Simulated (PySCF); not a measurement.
# C2H8InN (InMe2(NH2)): the cost of one run

Computed with PySCF 2.14.0 and routines of our own; the level stands in each step. Atoms count from 0.

## (1) The starting structure

12 atoms, charge 0, multiplicity 1; geometry from: GFN2-xTB.

## (2) Geometry optimisation at PBE0-D3(BJ)/def2-SVP

What the job is given:

```
{"job": {"xc": "PBE0", "basis": "def2-SVP", "d3": "d3bj", "grid": 1, "maxiter": 30, "shake": 0.03, "kind": "geom"}, "charge": 0, "multiplicity": 1}
In    -0.001740    -0.186450    -0.014130
C      2.137240    -0.387180    -0.032650
H      2.332220    -1.423930    -0.248970
H      2.640280    -0.089210     0.942740
H      2.608970     0.238380    -0.812720
C     -1.269340     1.792920    -0.062010
H     -2.230710     1.555310     0.311220
H     -1.272500     2.190200    -1.082470
H     -0.794510     2.538510     0.644680
N     -1.159090    -1.821440     0.352870
H     -0.775400    -2.692480     0.017110
H     -2.099960    -1.797400     0.035320
```

Launch:

```console
$ OMP_NUM_THREADS=1 python heavy_run.py task.json out
```

This one command runs all jobs of the session in turn.

Q: Estimate the wall time and peak memory of this first job on 1 thread of Intel Xeon Platinum 8375C at 2.90GHz, shared host.

About 57 s, with a peak of 0.42 GiB.
